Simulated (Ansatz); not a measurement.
# Cl3HOSn: rigid torsion scan from a Python script

A script is to give a rigid torsion scan; the system is Cl3HOSn. SMILES: [OH][Sn]([Cl])([Cl])[Cl].

Computed with Ansatz 0.2.0 through its Python package. Level of theory: PBE/def2-SVP.

## Step 1: The system

Bond lengths: O1–Sn2 1.951 Å, Sn2–Cl3 2.327 Å, Sn2–Cl4 2.301 Å, Sn2–Cl5 2.363 Å, O1–H6 1.065 Å. Angles: O1–Sn2–Cl3 107.8°, O1–Sn2–Cl4 111.7°, O1–Sn2–Cl5 110.7°, Cl3–Sn2–Cl4 108.3°, Cl3–Sn2–Cl5 109.7°, Cl4–Sn2–Cl5 108.6°, Sn2–O1–H6 103.6°.

No structure file is read: the coordinates are typed or built in the script.

## Step 2: The code

File torsion_cl3hosn.py:

```python
import ansatz as az
from ase import Atoms

params = {
    'basis': 'def2-SVP',
    'xc': 'pbe',
    'force_tol': 0.02,
}


def main() -> None:
    atoms = Atoms(['O', 'Sn', 'Cl', 'Cl', 'Cl', 'H'], positions=[
        (-0.6696, 0.4741, 1.4362),
        (0.2381, -0.201, -0.1539),
        (1.9684, -1.5881, 0.5502),
        (-1.1792, -1.4312, -1.4846),
        (1.1179, 1.5796, -1.4341),
        (-1.4334, 1.1025, 1.04),
    ])

    first = (
        az.Crystal.molecule_from_ase(atoms).calculation()
        .basis(gaussian=params['basis'])
        .functional(params['xc'])
        .relax(force_tolerance=params['force_tol'], max_steps=80)
    )
    atoms.positions = first.run().report['positions_ang']

    start = atoms.get_dihedral(2, 1, 0, 5)
    energies = {}
    for turn in range(0, 360, 30):
        turned = atoms.copy()
        turned.set_dihedral(2, 1, 0, 5, start + turn, indices=[0, 5])
        calculation = (
            az.Crystal.molecule_from_ase(turned).calculation()
            .basis(gaussian=params['basis'])
            .functional(params['xc'])
        )
        energies[round((start + turn) % 360)] = calculation.run().report['free_energy_ev']
    floor = min(energies.values())
    print('dihedral Cl2-Sn1-O0-H5 (deg)   E - E(min) (kJ/mol)')
    for angle, e in sorted(energies.items()):
        print(f'{angle:8d} {96.485332 * (e - floor):14.3f}  ' + '#' * int(30 * (e - floor) / max(max(energies.values()) - floor, 1e-9)))


if __name__ == '__main__':
    main()
```

## Step 3: The calls as engine input

The package turns the script's settings into the engine's input (first run):

```yaml
crystal:
  periodic: [false, false, false]
  atoms:
    - { symbol: O, position_ang: [-0.6696, 0.4741, 1.4362] }
    - { symbol: Sn, position_ang: [0.2381, -0.201, -0.1539] }
    - { symbol: Cl, position_ang: [1.9684, -1.5881, 0.5502] }
    - { symbol: Cl, position_ang: [-1.1792, -1.4312, -1.4846] }
    - { symbol: Cl, position_ang: [1.1179, 1.5796, -1.4341] }
    - { symbol: H, position_ang: [-1.4334, 1.1025, 1.04] }
basis:
  gaussian:
    orbitals: def2-SVP
hamiltonian:
  xc: pbe
relax:
  f_tol: 0.02
  max_steps: 80
```

## Step 4: The run

On the command line:

```
$ python torsion_cl3hosn.py
```

**Question.** What results will this script give? Wanted: range of energy; lowest point, turn.

The runs gave:

| quantity | value |
| --- | --- |
| runs compared | 12 |
| range of energy | 0.025 eV |
| lowest point, turn (°) | 0 |

In words: The lowest point lies at a turn of 0°, the highest 0.025 eV (2.4 kJ/mol) above it at 120°. The grid can miss the true lowest and highest points, and the rest of the molecule is held rigid. Run 0: The relaxation took 4 moves; the largest shift is 0.102 Å, of atom 6 (H). The scan is rigid and the energies are electronic, in a modest basis. With rigid groups the curve can differ much from the relaxed path, the start wasn't checked as a minimum of this torsion, and equivalent turns needn't return to the same energy. def2 sets replace the cores of elements past krypton by effective core potentials.
